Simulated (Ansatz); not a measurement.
# Alloy of AlN and SiC (9 of 48 Al sites, 9 of 48 N sites exchanged), 96 atoms, part 1 of 2

Wanted: the relaxed alloy cell and its gap (PBEsol and r²SCAN).

All numbers are computed with Ansatz 0.2.0 (PAW, plane waves).

### 1 The system as built

96 atoms (39 Al, 9 Si, 39 N, 9 C); a = 9.320 Å, b = 10.762 Å, c = 9.991 Å, α = 90.00°, β = 90.00°, γ = 90.00°. All atoms were shaken off their sites by about 0.02 Å along each axis.

Steps to follow: (2) PBEsol cell relaxation at the single k point (¼, ¼, ¼), on 1 × NVIDIA H100 80GB HBM3 with 4 threads of AMD EPYC 7R13; (3) r²SCAN single point at the single k point (¼, ¼, ¼), on 1 × NVIDIA H100 80GB HBM3 with 4 threads of AMD EPYC 7R13.

### 2 Relaxing cell and atoms with PBEsol

File in.yaml:

```yaml
crystal:
  lattice:
    - [9.319903, 0.000000, 0.000000]
    - [0.000000, 10.761696, 0.000000]
    - [0.000000, 0.000000, 9.991393]
  atoms:
    - { symbol: Al, position: [0.164173, 0.085280, 0.247135] }
    - { symbol: Al, position: [0.169508, 0.083247, 0.750128] }
    - { symbol: Al, position: [0.999683, 0.331268, 0.748914] }
    - { symbol: Al, position: [0.502530, 0.082856, 0.247845] }
    - { symbol: Al, position: [0.502347, 0.083665, 0.747804] }
    - { symbol: Al, position: [0.333868, 0.334566, 0.747458] }
    - { symbol: Al, position: [0.168331, 0.582642, 0.244709] }
    - { symbol: Al, position: [0.166304, 0.585312, 0.747276] }
    - { symbol: Al, position: [0.000839, 0.834250, 0.247132] }
    - { symbol: Al, position: [0.000151, 0.832599, 0.749610] }
    - { symbol: Al, position: [0.833877, 0.081019, 0.247134] }
    - { symbol: Al, position: [0.831187, 0.082993, 0.749878] }
    - { symbol: Al, position: [0.664703, 0.334063, 0.249515] }
    - { symbol: Al, position: [0.664681, 0.334764, 0.748731] }
    - { symbol: Al, position: [0.504502, 0.583448, 0.249261] }
    - { symbol: Al, position: [0.498154, 0.578821, 0.749564] }
    - { symbol: Al, position: [0.334072, 0.832559, 0.250739] }
    - { symbol: Al, position: [0.832648, 0.583528, 0.251266] }
    - { symbol: Al, position: [0.666993, 0.835261, 0.247318] }
    - { symbol: Al, position: [0.664924, 0.830372, 0.747236] }
    - { symbol: Al, position: [0.000172, 0.167104, 0.500765] }
    - { symbol: Al, position: [0.998927, 0.167069, 0.997575] }
    - { symbol: Al, position: [0.330100, 0.162850, 0.499697] }
    - { symbol: Al, position: [0.165870, 0.413848, 0.497008] }
    - { symbol: Al, position: [0.998687, 0.667525, 0.499164] }
    - { symbol: Al, position: [0.997500, 0.666410, 0.998593] }
    - { symbol: Al, position: [0.666886, 0.167350, 0.497021] }
    - { symbol: Al, position: [0.665498, 0.166688, 0.999203] }
    - { symbol: Al, position: [0.499493, 0.414194, 0.499410] }
    - { symbol: Al, position: [0.496922, 0.412772, 0.999988] }
    - { symbol: Al, position: [0.335175, 0.665664, 0.500532] }
    - { symbol: Al, position: [0.167184, 0.916486, 0.498970] }
    - { symbol: Al, position: [0.836808, 0.414726, 0.495874] }
    - { symbol: Al, position: [0.834424, 0.418890, 0.004637] }
    - { symbol: Al, position: [0.666269, 0.664004, 0.497626] }
    - { symbol: Al, position: [0.668804, 0.672802, 0.004314] }
    - { symbol: Al, position: [0.498659, 0.917076, 0.498713] }
    - { symbol: Al, position: [0.499025, 0.913877, 0.000892] }
    - { symbol: Al, position: [0.830538, 0.916529, 0.997426] }
    - { symbol: Si, position: [0.998089, 0.332019, 0.250117] }
    - { symbol: Si, position: [0.336039, 0.333963, 0.252107] }
    - { symbol: Si, position: [0.333198, 0.836264, 0.749851] }
    - { symbol: Si, position: [0.837522, 0.583695, 0.752823] }
    - { symbol: Si, position: [0.335248, 0.166278, 0.997513] }
    - { symbol: Si, position: [0.168197, 0.417750, 0.995522] }
    - { symbol: Si, position: [0.333766, 0.666878, 0.997558] }
    - { symbol: Si, position: [0.171053, 0.916051, 0.999008] }
    - { symbol: Si, position: [0.832516, 0.913308, 0.498111] }
    - { symbol: N, position: [0.998265, 0.165188, 0.191517] }
    - { symbol: N, position: [0.000427, 0.168326, 0.691381] }
    - { symbol: N, position: [0.333781, 0.170624, 0.188578] }
    - { symbol: N, position: [0.335866, 0.171393, 0.692994] }
    - { symbol: N, position: [0.163337, 0.417032, 0.690105] }
    - { symbol: N, position: [0.001445, 0.666565, 0.189408] }
    - { symbol: N, position: [0.998597, 0.668486, 0.689686] }
    - { symbol: N, position: [0.666445, 0.166824, 0.188892] }
    - { symbol: N, position: [0.503192, 0.417508, 0.189742] }
    - { symbol: N, position: [0.336022, 0.665919, 0.190000] }
    - { symbol: N, position: [0.332945, 0.666718, 0.692267] }
    - { symbol: N, position: [0.168441, 0.918271, 0.191897] }
    - { symbol: N, position: [0.167868, 0.916932, 0.690387] }
    - { symbol: N, position: [0.831518, 0.417505, 0.190788] }
    - { symbol: N, position: [0.663451, 0.667897, 0.185949] }
    - { symbol: N, position: [0.662929, 0.665127, 0.690304] }
    - { symbol: N, position: [0.499131, 0.916972, 0.187813] }
    - { symbol: N, position: [0.501005, 0.914949, 0.688114] }
    - { symbol: N, position: [0.836988, 0.917550, 0.193011] }
    - { symbol: N, position: [0.834041, 0.917495, 0.691062] }
    - { symbol: N, position: [0.166634, 0.083363, 0.440707] }
    - { symbol: N, position: [0.002049, 0.334841, 0.941130] }
    - { symbol: N, position: [0.503510, 0.083439, 0.441910] }
    - { symbol: N, position: [0.499177, 0.082285, 0.939513] }
    - { symbol: N, position: [0.336493, 0.332173, 0.433171] }
    - { symbol: N, position: [0.163431, 0.581869, 0.440267] }
    - { symbol: N, position: [0.000035, 0.833380, 0.938773] }
    - { symbol: N, position: [0.828996, 0.079254, 0.438069] }
    - { symbol: N, position: [0.833997, 0.083727, 0.937138] }
    - { symbol: N, position: [0.665900, 0.330265, 0.439576] }
    - { symbol: N, position: [0.666629, 0.336313, 0.940248] }
    - { symbol: N, position: [0.497298, 0.582628, 0.439617] }
    - { symbol: N, position: [0.498868, 0.581522, 0.937289] }
    - { symbol: N, position: [0.330868, 0.832875, 0.440483] }
    - { symbol: N, position: [0.337026, 0.834405, 0.940495] }
    - { symbol: N, position: [0.830683, 0.581503, 0.436430] }
    - { symbol: N, position: [0.831980, 0.583641, 0.940634] }
    - { symbol: N, position: [0.664958, 0.832132, 0.445629] }
    - { symbol: N, position: [0.669716, 0.833116, 0.936065] }
    - { symbol: C, position: [0.167193, 0.417668, 0.189859] }
    - { symbol: C, position: [0.666855, 0.165143, 0.689870] }
    - { symbol: C, position: [0.499644, 0.416734, 0.691324] }
    - { symbol: C, position: [0.833986, 0.419492, 0.687151] }
    - { symbol: C, position: [0.164712, 0.084564, 0.938379] }
    - { symbol: C, position: [0.001707, 0.333119, 0.435880] }
    - { symbol: C, position: [0.332141, 0.330486, 0.940919] }
    - { symbol: C, position: [0.168093, 0.585363, 0.938061] }
    - { symbol: C, position: [0.999032, 0.831454, 0.443236] }
  symmetry: { detect: false }
kpoints:
  mp_grid: { grid: [1, 1, 1], shift: [0.25, 0.25, 0.25] }
hamiltonian:
  xc: pbesol
scf:
  occupations: { method: fermi_dirac, width: 0.01 }
relax:
  f_tol: 0.03
  max_steps: 80
  escape_saddle: false
  adjacent_minimum: "off"
  cell: { fix: [alpha, beta, gamma] }
output:
  forces: true
  eigenvalues: true
  populations: true
```

The run is started by

```console
$ ansatz run in.yaml --threads 4 --pin off --max-ram 61750MiB --runs-dir r --events-out ev --progress --plain --backend cuda --devices 0, --max-vram 37GiB
```

What it wrote:

```text
Pseudopotentials: kind: paw
Functional definition: PBEsol
  exchange = pbesol_x
  correlation = pbesol_c
Crystal: 96 atoms, lattice volume = 1002.116 Å³
Basis set: ecut = 420 eV, 19593 PW (Γ), exchange–correlation on 128×144×144 points (8 copies of the dense FFT grid, shifted against one another)
Bands: 288, of which v1, the nominal top of the filled ones, is band 192 counted from 1 (191 counted from 0)
Symmetry: 1 space group operations
k-points: 1
Non-local potential: Al, projectors of the file, l = 0: 2, l = 1: 2, l = 2: 1
Non-local potential: Si, projectors of the file, l = 0: 2, l = 1: 2, l = 2: 2
Non-local potential: N, projectors of the file, l = 0: 2, l = 1: 2, l = 2: 1
Non-local potential: C, projectors of the file, l = 0: 2, l = 1: 2, l = 2: 1
PAW form: soft (Blöchl's): semilocal exchange-correlation on the pseudo side does not see the compensation charge
PAW frozen core: Al, regenerated for the run's functional, and the local potential with it (the file was generated under x = pbe(κ = 0.804, μ = 0.2195149727645171), c = pbe(β = 0.06672455060314922))
PAW frozen core: Si, regenerated for the run's functional, and the local potential with it (the file was generated under x = pbe(κ = 0.804, μ = 0.2195149727645171), c = pbe(β = 0.06672455060314922))
PAW frozen core: N, regenerated for the run's functional, and the local potential with it (the file was generated under x = pbe(κ = 0.804, μ = 0.2195149727645171), c = pbe(β = 0.06672455060314922))
PAW frozen core: C, regenerated for the run's functional, and the local potential with it (the file was generated under x = pbe(κ = 0.804, μ = 0.2195149727645171), c = pbe(β = 0.06672455060314922))
PAW one-centre angular grid: Al, 110 points (default); XC on 64 Gauss nodes
PAW one-centre angular grid: Si, 110 points (default); XC on 64 Gauss nodes
PAW one-centre angular grid: N, 110 points (default); XC on 64 Gauss nodes
PAW one-centre angular grid: C, 110 points (default); XC on 64 Gauss nodes
Initial density: superposition of atomic densities (neutral atoms: chi_scale 0, normalization atom), corrected by the library's trained network
Initial wavefunctions: pseudopotential atomic-orbital guess
Functional: x = pbesol(κ = 0.804, μ = 0.12345679012345678), c = pbesol(β = 0.046)
SCF iter   1: F=—  HF=-43136.492985 eV  |F-HF|=—  |Δ(HF+E_count)|=         —  Δρ=1.03e-2  dr2=1.99e0  ethr=1.77e-3  ⟨swp⟩=6.0  Hψ=1327  notcnv=0  defer=40
preconditioner: auto → Resta (q_TF=auto, 2.325 Å⁻¹)  ε∞=4.3  [insulator: Δε(μ)=2.450 eV  Ē_g=12.585 eV  σ=0.010 eV  W_gap=1.00  n_scr=218 (ndim 8)  ℏωp=23.0 eV  f_vac=0.000  D(μ)=0.00/eV (n_scr^D=0)  ε∞_Penn≈4.3]
SCF iter   2: F=—  HF=-43136.076701 eV  |F-HF|=—  |Δ(HF+E_count)|=   4.16e-1  Δρ=3.92e-3  dr2=5.24e-1  ethr=5.19e-4  ⟨swp⟩=1.0  Hψ=332  notcnv=0  defer=86
SCF iter   3: F=—  HF=-43135.952817 eV  |F-HF|=—  |Δ(HF+E_count)|=   1.24e-1  Δρ=1.05e-3  dr2=4.47e-2  ethr=1.36e-4  ⟨swp⟩=2.0  Hψ=302  notcnv=0  defer=92
SCF iter   4: F=—  HF=-43135.940890 eV  |F-HF|=—  |Δ(HF+E_count)|=   1.19e-2  Δρ=2.92e-4  dr2=1.28e-3  ethr=1.17e-5  ⟨swp⟩=3.0  Hψ=346  notcnv=0  defer=92
SCF iter   5: F=—  HF=-43135.940103 eV  |F-HF|=—  |Δ(HF+E_count)|=   7.87e-4  Δρ=1.10e-4  dr2=1.28e-4  ethr=3.33e-7  ⟨swp⟩=2.0  Hψ=387  notcnv=0  defer=92
SCF iter   6: F=—  HF=-43135.940625 eV  |F-HF|=—  |Δ(HF+E_count)|=   5.21e-4  Δρ=2.25e-5  dr2=7.17e-6  ethr=3.33e-8  ⟨swp⟩=2.0  Hψ=386  notcnv=0  defer=92
SCF iter   7: F=—  HF=-43135.940029 eV  |F-HF|=—  |Δ(HF+E_count)|=   5.96e-4  Δρ=1.03e-5  dr2=9.07e-7  ethr=1.87e-9  ⟨swp⟩=2.0  Hψ=388  notcnv=0  defer=92
SCF iter   8: F=-43135.940029 eV  HF=-43135.940029 eV  |F-HF|=2.72e-8  |Δ(HF+E_count)|=   1.87e-7  Δρ=2.20e-6  dr2=5.01e-8  ethr=2.60e-11  ⟨swp⟩=13.0  Hψ=1892  notcnv=0
SCF 1 converged in 8 iterations: F = -43135.940029 eV  dr2 = 5.01e-8
relax step   1: F+E_penalty+E_count = -43135.94002881 eV  Δ(F+E_penalty+E_count) = +0.000e0 eV  max|allowed force component| = 3.819e0 eV/Å  Δτ_max = 0.0000 Å  P = +1.295 GPa  Ω = 1002.116 Å³  fix = [alpha, beta, gamma]  reactions: alpha -0.058, beta +0.172, gamma -0.055 GPa/rad  (8 SCF iters, dr2 threshold 1.00e-7 eV, accepted)
Crystal: 96 atoms, lattice volume = 1005.061 Å³
Basis set: ecut = 420 eV, 19633 PW (Γ), exchange–correlation on 128×144×144 points (8 copies of the dense FFT grid, shifted against one another)
Initial density: handed on by an earlier stage of this run
Initial wavefunctions: those handed on with the density
iter 1 solved again at ethr=4.27e-4 eV; its pass at ethr=3.10e-3 eV (dr2=1.64e0 eV) is discarded
SCF iter   1: F=—  HF=-43141.093828 eV  |F-HF|=—  |Δ(HF+E_count)|=         —  Δρ=1.04e-2  dr2=1.67e0  ethr=4.27e-4  ⟨swp⟩=8.0  Hψ=1409  notcnv=0
preconditioner: auto → Resta (q_TF=auto, 2.324 Å⁻¹)  ε∞=4.3  [insulator: Δε(μ)=2.283 eV  Ē_g=12.686 eV  σ=0.010 eV  W_gap=1.00  n_scr=218 (ndim 8)  ℏωp=23.0 eV  f_vac=0.000  D(μ)=0.00/eV (n_scr^D=0)  ε∞_Penn≈4.3]
SCF iter   2: F=—  HF=-43140.697711 eV  |F-HF|=—  |Δ(HF+E_count)|=   3.96e-1  Δρ=5.09e-3  dr2=4.05e-1  ethr=4.27e-4  ⟨swp⟩=2.0  Hψ=339  notcnv=0  defer=74
SCF iter   3: F=—  HF=-43140.584588 eV  |F-HF|=—  |Δ(HF+E_count)|=   1.13e-1  Δρ=6.56e-4  dr2=5.92e-3  ethr=1.06e-4  ⟨swp⟩=3.0  Hψ=363  notcnv=0  defer=89
SCF iter   4: F=—  HF=-43140.583778 eV  |F-HF|=—  |Δ(HF+E_count)|=   8.10e-4  Δρ=1.76e-4  dr2=6.04e-4  ethr=1.54e-6  ⟨swp⟩=2.0  Hψ=443  notcnv=0  defer=89
SCF iter   5: F=—  HF=-43140.583640 eV  |F-HF|=—  |Δ(HF+E_count)|=   1.37e-4  Δρ=4.37e-5  dr2=4.17e-5  ethr=1.57e-7  ⟨swp⟩=2.0  Hψ=353  notcnv=0  defer=89
SCF iter   6: F=-43140.583628 eV  HF=-43140.583630 eV  |F-HF|=1.72e-6  |Δ(HF+E_count)|=   1.02e-5  Δρ=1.36e-5  dr2=2.45e-6  ethr=2.50e-9  ⟨swp⟩=16.0  Hψ=1865  notcnv=0
SCF 2 converged in 6 iterations: F = -43140.583628 eV  dr2 = 2.45e-6
relax step   2: F+E_penalty+E_count = -43140.58362846 eV  Δ(F+E_penalty+E_count) = -4.644e0 eV  max|allowed force component| = 2.445e0 eV/Å  Δτ_max = 0.1139 Å  P = -0.008 GPa  Ω = 1005.061 Å³  energy of the carried Pulay correction = -8.797e-3 eV  fix = [alpha, beta, gamma]  reactions: alpha +0.024, beta +0.101, gamma -0.070 GPa/rad  (6 SCF iters, dr2 threshold 9.60e-6 eV, accepted)
Crystal: 96 atoms, lattice volume = 1007.753 Å³
Basis set: ecut = 420 eV, 19679 PW (Γ), exchange–correlation on 128×144×144 points (8 copies of the dense FFT grid, shifted against one another)
iter 1 solved again at ethr=4.92e-4 eV; its pass at ethr=3.10e-3 eV (dr2=1.89e0 eV) is discarded
preconditioner: auto → Resta (q_TF=auto, 2.323 Å⁻¹)  ε∞=4.2  [insulator: Δε(μ)=3.042 eV  Ē_g=12.746 eV  σ=0.010 eV  W_gap=1.00  n_scr=218 (ndim 8)  ℏωp=22.9 eV  f_vac=0.000  D(μ)=0.00/eV (n_scr^D=0)  ε∞_Penn≈4.2]
[... from here the SCF cycle lines were not kept, up to the last twenty ...]
relax step   3: F+E_penalty+E_count = -43142.28806351 eV  Δ(F+E_penalty+E_count) = -1.704e0 eV  max|allowed force component| = 3.623e-1 eV/Å  Δτ_max = 0.0948 Å  P = -0.393 GPa  Ω = 1007.753 Å³  energy of the carried Pulay correction = -1.682e-2 eV  fix = [alpha, beta, gamma]  reactions: alpha +0.155, beta +0.117, gamma -0.152 GPa/rad  (7 SCF iters, dr2 threshold 9.60e-6 eV, accepted)
[... 5 lines left out ...]
relax step   4: F+E_penalty+E_count = -43142.35163522 eV  Δ(F+E_penalty+E_count) = -6.357e-2 eV  max|allowed force component| = 1.231e-1 eV/Å  Δτ_max = 0.0255 Å  P = +0.003 GPa  Ω = 1005.608 Å³  energy of the carried Pulay correction = -1.043e-2 eV  fix = [alpha, beta, gamma]  reactions: alpha +0.143, beta +0.113, gamma -0.131 GPa/rad  (6 SCF iters, dr2 threshold 8.20e-6 eV, accepted)
[... 11 lines left out ...]
relax step   5: F+E_penalty+E_count = -43142.36097493 eV  Δ(F+E_penalty+E_count) = -9.340e-3 eV  max|allowed force component| = 1.328e-2 eV/Å  Δτ_max = 0.0078 Å  P = -0.004 GPa  Ω = 1005.694 Å³  energy of the carried Pulay correction = -1.069e-2 eV  fix = [alpha, beta, gamma]  reactions: alpha +0.144, beta +0.110, gamma -0.126 GPa/rad  (6 SCF iters, dr2 threshold 9.47e-7 eV, accepted)
Basis set: ecut = 420 eV, 19655 PW (Γ), exchange–correlation on 128×150×144 points (8 copies of the dense FFT grid, shifted against one another)
Initial wavefunctions: pseudopotential atomic-orbital guess (no wavefunctions were taken with the density)
iter 1 solved again at ethr=1.92e-7 eV; its pass at ethr=3.10e-3 eV (dr2=7.37e-4 eV) is discarded
SCF iter   1: F=—  HF=-43142.374153 eV  |F-HF|=—  |Δ(HF+E_count)|=         —  Δρ=3.03e-5  dr2=1.38e-6  ethr=1.92e-7  ⟨swp⟩=8.0  Hψ=2331  notcnv=0
preconditioner: auto → Resta (q_TF=auto, 2.324 Å⁻¹)  ε∞=4.2  [insulator: Δε(μ)=3.223 eV  Ē_g=12.761 eV  σ=0.010 eV  W_gap=1.00  n_scr=218 (ndim 8)  ℏωp=22.9 eV  f_vac=0.000  D(μ)=0.00/eV (n_scr^D=0)  ε∞_Penn≈4.2]
SCF iter   2: F=—  HF=-43142.373967 eV  |F-HF|=—  |Δ(HF+E_count)|=   1.86e-4  Δρ=1.52e-5  dr2=3.38e-7  ethr=3.60e-10  ⟨swp⟩=2.0  Hψ=480  notcnv=0
SCF iter   3: F=—  HF=-43142.373968 eV  |F-HF|=—  |Δ(HF+E_count)|=   7.64e-7  Δρ=5.29e-6  dr2=4.36e-8  ethr=8.80e-11  ⟨swp⟩=2.0  Hψ=479  notcnv=0
SCF iter   4: F=—  HF=-43142.373968 eV  |F-HF|=—  |Δ(HF+E_count)|=   1.03e-7  Δρ=7.74e-7  dr2=5.09e-9  ethr=1.14e-11  ⟨swp⟩=2.0  Hψ=448  notcnv=0
SCF iter   5: F=-43142.373968 eV  HF=-43142.373968 eV  |F-HF|=5.82e-11  |Δ(HF+E_count)|=  7.57e-10  Δρ=2.08e-7  dr2=3.87e-10  ethr=1.00e-12  ⟨swp⟩=10.0  Hψ=1178  notcnv=0
SCF 6 converged in 5 iterations: F = -43142.373968 eV  dr2 = 3.87e-10
relax step   6: F+E_penalty+E_count = -43142.37396795 eV  Δ(F+E_penalty+E_count) = -1.299e-2 eV  max|allowed force component| = 1.307e-2 eV/Å  Δτ_max = 0.0000 Å  P = +0.006 GPa  Ω = 1005.694 Å³  fix = [alpha, beta, gamma]  reactions: alpha +0.141, beta +0.115, gamma -0.130 GPa/rad  stress off target by 1.98e-2 GPa on what of the cell is left free  SCF on the basis re-selected at this cell (its ene [...]
SCF converged after 5 iterations
Free energy (F): -43142.373968 eV
Harris-Foulkes:  -43142.373968 eV  (|F-HF|=5.82e-11)
Internal energy: -43142.373968 eV  (E = F + TS)
E sigma→0 (E₀):  -43142.373968 eV
Fermi energy:    10.301037 eV
--- Per-component energies (eV) ---
  E_band       = 777.016061
  E_kinetic    = 7409.036081
  E_local      = -9915.562868  (includes V_loc(G=0)·N_el)
  E_nonlocal   = 2635.111272
  E_hartree    = 3405.558805
  E_xc         = -4866.612181
  E_vxc        = -5171.298579  (∫ρ·V_xc dr)
  E_paw        = -27879.709305  (= ΣΔE_a)
  E_vpaw       = -991.391177  (= ΣTr[D̂ρ^β])
  E_aug_tail   = 0.003814  (compensation charges beyond the density's cutoff)
  E_ewald      = -13932.515813
  E_core_change = 2.316227  (= ΣΔE_core)
  E_smearing   = -0.000000  (= −TS)
  E_closure    = 0.000000  (closes the sum)
  Σ components = -43142.373968   (vs F -43142.373968, Δ=0.00e0)
--- Forces (eV/Å), atoms counted from 1 ---
  atom   1  Al    -0.00310764    -0.00172175    -0.00166882
  atom   2  Al     0.00086094    -0.00167409     0.00258239
[... 16 atoms left out ...]
  atom  19  Al     0.00122307     0.00944763    -0.00191868
[... 22 atoms left out ...]
  atom  42  Si     0.00011286    -0.00512164    -0.00742451
[... 9 atoms left out ...]
  atom  52  N      0.00778733     0.00375579     0.00007117
[... 32 atoms left out ...]
  atom  85  N      0.00017946    -0.00671917    -0.00421950
[... 4 atoms left out ...]
  atom  90  C     -0.00676855    -0.00679362     0.00013671
[... 3 atoms left out ...]
  atom  94  C     -0.01306865     0.00422917    -0.00512750
  atom  95  C     -0.00025823     0.00504500    -0.00714046
  atom  96  C      0.00689838     0.00448338     0.00250005
  max |Σ_I F_I| component: 6.37e-5 eV/Å
--- Stress (GPa, compression-positive) ---
        0.019813       0.130099      -0.115447
        0.130101       0.010057      -0.140740
       -0.115449      -0.140745      -0.011226
  P = ⅓ Tr σ = 0.0062 GPa (0.062 kbar)
--- Band table (eV) ---
  k-point 0: bands = [... 180 lower levels ..., "7.3635", "7.4400", "7.4833", "7.5769", "7.7333", "7.7726", "7.8650", "7.9583", "8.1107", "8.1644", "8.4397", "8.6899", "11.9129", "11.9393", "12.0722", "12.1403", "12.2234", "12.2385", "12.3476", "12.4391", "12.5354", "12.5509", "12.6780", "12.7409", ... 84 higher levels ...]
--- Relaxed structure (5 steps of the walk, 5 accepted, 1 SCFs on fresh bases) ---
  F+E_penalty+E_count = -43142.37396795 eV   max|allowed force component| = 1.307e-2 eV/Å   (the final SCF, on the basis selected at the relaxed cell)
  cell:  # Å, volume = 1005.6943 Å³
    - [9.347839801996626, 6.428283522082566e-145, -1.204803961952206e-143]
    - [7.422741745966869e-145, 10.774181093042515, -6.09054985033604e-112]
    - [-1.291608922520067e-143, -5.65459915805079e-112, 9.985514917469887]
  atoms:
    - { symbol: Al, position: [0.1647183825463533, 0.08546410943293148, 0.245037148417393] }
    - { symbol: Al, position: [0.17005189975934001, 0.08365971188388942, 0.7513271841250169] }
[... 94 atoms left out; the next input holds them all, rounded ...]
--- Löwdin populations: 96 sites ---
  site symbol       q [e]
     0     Al      1.9227
     1     Al      1.9782
[... 94 atoms left out ...]
  spilling = 0.008964 (of n_electrons = 384.000000)
```

Run time: 16 s. Hardware: 1 × NVIDIA H100 80GB HBM3 with 4 threads of AMD EPYC 7R13, shared host; peak host memory 1.3 GiB.

The walk (solves on a freshly chosen basis count as rows, and their energies jump a little):

```
accepted step  energy change (eV)  largest force component (eV/Å)  SCF cycles  pressure (GPa)
            1               0.000                           3.819           8            1.30
            2              -4.644                           2.445           6           -0.01
            3              -6.348                           0.362           7           -0.39
            4              -6.412                           0.123           6            0.00
            5              -6.421                           0.013           6            0.00
            6              -6.434                           0.013           5            0.01
```

Largest shifts, less the median shift:

```
atom  shift (Å)      dx      dy      dz
 C92      0.191   0.106  -0.112   0.112
 N66      0.185  -0.141  -0.060   0.103
 N81      0.182  -0.048   0.149   0.092
Al34      0.167   0.025  -0.010  -0.165
 N52      0.162  -0.072  -0.089  -0.114
 N83      0.154  -0.114  -0.099  -0.028
 N64      0.146   0.122   0.055   0.059
 C91      0.142  -0.005   0.075   0.121
```

|  | before | after | change |
| --- | --- | --- | --- |
| a (Å) | 9.320 | 9.348 | +0.30 % |
| b (Å) | 10.762 | 10.774 | +0.12 % |
| c (Å) | 9.991 | 9.986 | -0.06 % |
| volume (Å³/atom) | 10.439 | 10.476 | +0.36 % |

Bond lengths by pair after relaxation (within a distance cut, which drops stretched bonds):

```
pair  count  mean (Å)  spread (Å)  least   most
Al–C     24     1.936       0.035  1.859  1.987
Al–N    132     1.913       0.036  1.847  2.020
C–Si     12     1.824       0.036  1.765  1.877
N–Si     24     1.809       0.041  1.738  1.894
```

Top filled level 8.690 eV, lowest empty level 11.913 eV: 3.22 eV apart at the single k point (¼, ¼, ¼).

(Continued in part 2 of 2.)
